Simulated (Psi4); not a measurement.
# InNH4 (SMILES [NH2][InH2]): CCSD(T)/def2-SVP (core potential)

Aim: the vertical singlet–triplet gap of InNH4 at CCSD(T)/def2-SVP (core potential), from 2 runs. 

The calculation is run with Psi4 1.11.

11 further runs of the same task are left out: 10 that didn't finish, 1 set aside as unsound or not needed.

**1. The molecule**

InNH4: 6 atoms, total charge 0, spin state singlet. SMILES: `[NH2][InH2]`. Geometry: relaxed at PBE0-D4/def2-TZVP.

Bond lengths: N1–In2 2.007 Å, N1–H3 1.006 Å, N1–H4 1.006 Å, In2–H5 1.712 Å, In2–H6 1.712 Å. Angles: N1–In2–H5 115.0°, N1–In2–H6 115.0°, In2–N1–H3 124.3°, In2–N1–H4 124.3°, H5–In2–H6 130.0°, H3–N1–H4 111.3°.

**2. The energy at CCSD(T)/def2-SVP (core potential)**

File h4inn_ase.py:

```python
import numpy as np
from ase.calculators.psi4 import Psi4
from ase import Atoms

a = Atoms(['N', 'In', 'H', 'H', 'H', 'H'], positions=[
    [-0.092200, -1.060500, 0.036600],
    [0.095300, 0.935900, -0.048300],
    [-0.598000, -1.552900, 0.753400],
    [0.311900, -1.697300, -0.629300],
    [1.012500, 1.520500, -1.370700],
    [-0.687400, 1.790300, 1.212100],
])
calc = Psi4(atoms=a, method='ccsd(t)', basis='def2-SVP', memory='1600MB', num_threads=1, charge=0, multiplicity=1, label='h4inn', reference='rhf')
calc.psi4.set_options({'puream': True, 'e_convergence': 1e-09, 'd_convergence': 1e-08, 'scf_type': 'pk', 'num_frozen_docc': 5})
a.calc = calc

print(f'energy: {a.get_potential_energy():.6f} eV')
```

On the command line:

```console
python h4inn_ase.py
```

h4inn.dat:

```text
[...]
    !!!  WARNING: ECP capability is in beta. Please check occupations closely.  !!!
[...]
  Running in c1 symmetry.
[...]
  Nuclear repulsion =   70.741603805927312
[...]
  Multiplicity = 1
[...]
  Nalpha       = 16
  Nbeta        = 16
[...]
    Number of basis functions: 60
[...]
   @RHF iter   1:  -245.79017471111646   -1.47409e+00   8.44168e-03 ADIIS/DIIS
[...]
   @RHF iter  11:  -245.91295112188706   -1.42109e-12   2.15386e-09 DIIS
[...]
    Orbital Energies [Eh]
    ---------------------
    Doubly Occupied:
       1A    -15.514005     2A     -5.374929     3A     -3.635956
       4A     -3.627850     5A     -3.627775     6A     -1.085690
       7A     -1.022778     8A     -1.018348     9A     -1.016368
      10A     -1.014616    11A     -0.995188    12A     -0.616201
      13A     -0.570697    14A     -0.444374    15A     -0.408711
      16A     -0.370819
[...]
  @RHF Final Energy:  -245.91295112188706
   => Energetics <=
    Nuclear Repulsion Energy =             70.7416038059273120
    One-Electron Energy =                -552.6204988915887952
    Two-Electron Energy =                 235.9659439637744356
    Total Energy =                       -245.9129511218870618
[...]
 Multipole Moments:
 ------------------------------------------------------------------------------------
     Multipole            Electronic (a.u.)      Nuclear  (a.u.)        Total (a.u.)
 ------------------------------------------------------------------------------------
 L = 1.  Multiply by 2.5417464519 to convert [e a0] to [Debye]
 Dipole X            :          1.7685366           -1.7757233           -0.0071867
 Dipole Y            :         18.8579711          -18.9634003           -0.1054293
 Dipole Z            :         -0.8027717            0.8094175            0.0066458
 Magnitude           :                                                    0.1058827
[...]
      * MP2 total energy                      = -246.186944925909984
[...]
      * CCSD total energy                     = -246.213995769852346
[...]
      * CCSD(T) total energy                  = -246.222249733857836
```

On the terminal:

```text
energy: -6700.048685 eV
```

It took 19 s on 1 thread of Intel Xeon Platinum 8259CL at 2.50GHz (Skylake/Cascade Lake), shared host; peak memory 0.29 GiB.

**3. The triplet**

File job.py:

```python
import psi4

psi4.set_memory('1600 MB')
psi4.set_num_threads(1)
psi4.set_output_file('psi4.out', False)

m = psi4.geometry("""
0 3
N
In 1 2.006982
H 1 1.006029 2 124.33148
H 1 1.006098 3 111.32922 2 179.68139
H 2 1.712237 1 114.98243 3 179.83438
H 2 1.712083 5 130.02136 1 -179.95697
units angstrom
symmetry c1
no_reorient
no_com
""")

options = {'basis': 'def2-SVP', 'reference': 'uhf', 'puream': True, 'e_convergence': 1e-09, 'd_convergence': 1e-08, 'scf_type': 'pk', 'num_frozen_docc': 5, 'maxiter': 100}
psi4.set_options(options)

e_tot = psi4.energy("ccsd(t)", molecule=m)
print(f'ccsd(t) energy: {e_tot:.10f} Eh')
```

On the command line:

```console
python job.py
```

psi4.out:

```text
[...]
    !!!  WARNING: ECP capability is in beta. Please check occupations closely.  !!!
[...]
  Running in c1 symmetry.
[...]
  Nuclear repulsion =   70.741603749912130
[...]
  Multiplicity = 3
[...]
  Nalpha       = 17
  Nbeta        = 15
[...]
    Number of basis functions: 60
[...]
   @UHF iter   1:  -245.53933722085020   -1.30352e+00   9.28140e-03 ADIIS/DIIS
[...]
   @UHF iter  26:  -245.69912427000398   -5.85487e-12   4.78227e-09 DIIS
[...]
   @S^2 Observed:                2.080387809E+00
[...]
    Orbital Energies [Eh]
    ---------------------
    Alpha Occupied:
       1A    -15.496880     2A     -5.396615     3A     -3.660257
       4A     -3.648928     5A     -3.647922     6A     -1.085451
       7A     -1.052065     8A     -1.049772     9A     -1.038289
      10A     -1.029401    11A     -1.003601    12A     -0.657654
      13A     -0.611837    14A     -0.562311    15A     -0.473179
      16A     -0.385499    17A     -0.167298
    Alpha Virtual:
      18A      0.066852    19A      0.107557    20A      0.142354
      21A      0.229363    22A      0.269919    23A      0.281746
      24A      0.284913    25A      0.302644    26A      0.401502
[...]
  @UHF Final Energy:  -245.69912427000398
   => Energetics <=
    Nuclear Repulsion Energy =             70.7416037499121302
    One-Electron Energy =                -551.9645334770065119
    Two-Electron Energy =                 235.5238054570903898
    Total Energy =                       -245.6991242700039777
  UHF NO Occupations:
  HONO-2 :   15  A 1.9616532
  HONO-1 :   16  A 1.0000000
[...]
 Multipole Moments:
 ------------------------------------------------------------------------------------
     Multipole            Electronic (a.u.)      Nuclear  (a.u.)        Total (a.u.)
 ------------------------------------------------------------------------------------
 L = 1.  Multiply by 2.5417464519 to convert [e a0] to [Debye]
 Dipole X            :          0.0246653           -0.0060511            0.0186142
 Dipole Y            :          0.0055942           -0.0004121            0.0051821
 Dipole Z            :         19.5082928          -19.0635464            0.4447464
 Magnitude           :                                                    0.4451659
[...]
      * MP2 total energy                      = -245.965638453315933
[...]
      * CCSD total energy                     = -245.996516067517774
[...]
      * CCSD(T) total energy                     = -246.005763886334137
```

Standard output:

```text
ccsd(t) energy: -246.0057638863 Eh
```

Wall time 73 s (1 thread of Intel Xeon Platinum 8259CL at 2.50GHz (Skylake/Cascade Lake), shared host); peak memory 0.29 GiB.

**4. Outcome**

Level: CCSD(T)/def2-SVP (core potential), 5 core orbitals frozen.

| quantity | value |
| --- | --- |
| singlet: total energy | -246.22225 Eh |
| singlet: HOMO energy (Hartree–Fock orbitals) | -10.09 eV |
| singlet: LUMO energy (Hartree–Fock orbitals) | 1.51 eV |
| singlet: HOMO–LUMO gap (Hartree–Fock orbitals) | 11.60 eV |
| singlet: correlation energy (5 core orbitals frozen) | -309.3 mEh |
| singlet: (T) correction | -8.25 mEh |
| singlet: T1 diagnostic | 0.015 |
| triplet: total energy | -246.00576 Eh |
| triplet: HOMO energy (Hartree–Fock orbitals) (highest over α and β) | -4.55 eV |
| triplet: LUMO energy (Hartree–Fock orbitals) (lowest over α and β) | -3.41 eV |
| triplet: correlation energy (5 core orbitals frozen) | -306.6 mEh |
| triplet: (T) correction | -9.25 mEh |
| triplet: ⟨S²⟩ of the reference determinant | 2.080 |
| triplet: T1 diagnostic | 0.028 |
| vertical energy of the triplet above the singlet | 5.891 eV |

At this shape the triplet lies 5.89 eV (568 kJ/mol) above the singlet. The triples (singlet) make up 2.7 % of the correlation energy. The triples (triplet) make up 3.0 % of the correlation energy.
